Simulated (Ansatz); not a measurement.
**SiC (F-43m): compression over a wide range**

An exercise on one series of results from a longer session: the logs are not shown, and one member is left open.

Program: Ansatz 0.2.0. Level of theory: DFT r²SCAN, scalar-relativistic, plane waves, PAW. These are calculated values, not measurements.

## The structure to begin with

Symmetry: F-43m, No. 216, cubic system. Conventional cell: a = 4.356 Å, b = 4.356 Å, c = 4.356 Å, α = 90.00°, β = 90.00°, γ = 90.00°. Si (site symmetry -43m) is surrounded by 4 C at 1.89 Å. C (site symmetry -43m) has 4 Si at 1.89 Å as nearest neighbours.

Coordinates:

```
CELL_PARAMETERS angstrom
0.00000 2.17814 2.17814
2.17814 0.00000 2.17814
2.17814 2.17814 0.00000
ATOMIC_POSITIONS crystal
Si 0.00000 0.00000 0.00000
C 0.25000 0.25000 0.25000
```

This cell comes from an earlier session at r²SCAN: 10.334 Å³/atom at 0.01 GPa, on a 10×10×10 mesh.

Set-up of the first run:

Input file input.yaml:

```yaml
crystal:
  lattice:
    - [0.0, 2.1487023363, 2.1487023363]
    - [2.1487023363, 0.0, 2.1487023363]
    - [2.1487023363, 2.1487023363, 0.0]
  atoms:
    - { symbol: Si, position: [0.0, 0.0, 0.0] }
    - { symbol: C, position: [0.25, 0.25, 0.25] }
basis:
  ecutwfc: 500
  ecutrho_ratio: 4
kpoints:
  mp_grid: { grid: [10, 10, 10] }
hamiltonian:
  xc: r2scan
scf:
  occupations: { method: gaussian, width: 0.05 }
output:
  forces: true
  stress: true
  eigenvalues: true
```

Launch:

```console
$ ansatz run input.yaml --threads 1 --pin off --max-ram 2560MiB --backend cpu --events-out ev --progress --plain --runs-dir out
```

Among the steps run: Volume × 0.96; Volume × 1.04; Volume × 0.92; Volume × 0.88; Volume × 0.84; Volume × 0.8; Volume × 0.76; Volume × 0.72; Volume × 0.68; Volume × 0.64.

One table of the session follows, with a row left open; its other results are not shown here.

```
volume (Å³/atom)  energy above the lowest (meV/atom)  pressure (GPa)  gap on the mesh (eV)
           6.614                              1899.8           231.9                  1.27
           7.027                                   ?               ?                     ?
           7.440                               963.1           138.1                  1.42
           7.854                               651.6           104.6                  1.48
           8.267                               418.1            77.4                  1.53
           8.680                               248.0            55.2                  1.58
           9.094                               129.7            37.1                  1.62
           9.507                                53.7            22.3                  1.65
           9.920                                12.6            10.0                  1.68
          10.334                                 0.0             0.0                  1.71
          10.747                                11.0            -8.3                  1.74
```

Q: Estimate the row for volume (Å³/atom) = 7.027 from the others.

Worked estimate for «energy above the lowest (meV/atom)». A straight line through the neighbours (6.614, 1899.8) and (7.440, 963.1) gives 1899.8 + (963.1 − 1899.8) × (7.027 − 6.614) / (7.440 − 6.614) = 1431.5; a parabola fitted to 3 rows on both sides gives 1379.0.

As computed: energy above the lowest (meV/atom): 1371.3; pressure (GPa): 179.8; gap on the mesh (eV): 1.35. In «energy above the lowest (meV/atom)» the line misses by +60.2 and the parabola by +7.7.

To keep in mind: Other structures may be lower in enthalpy at these pressures.
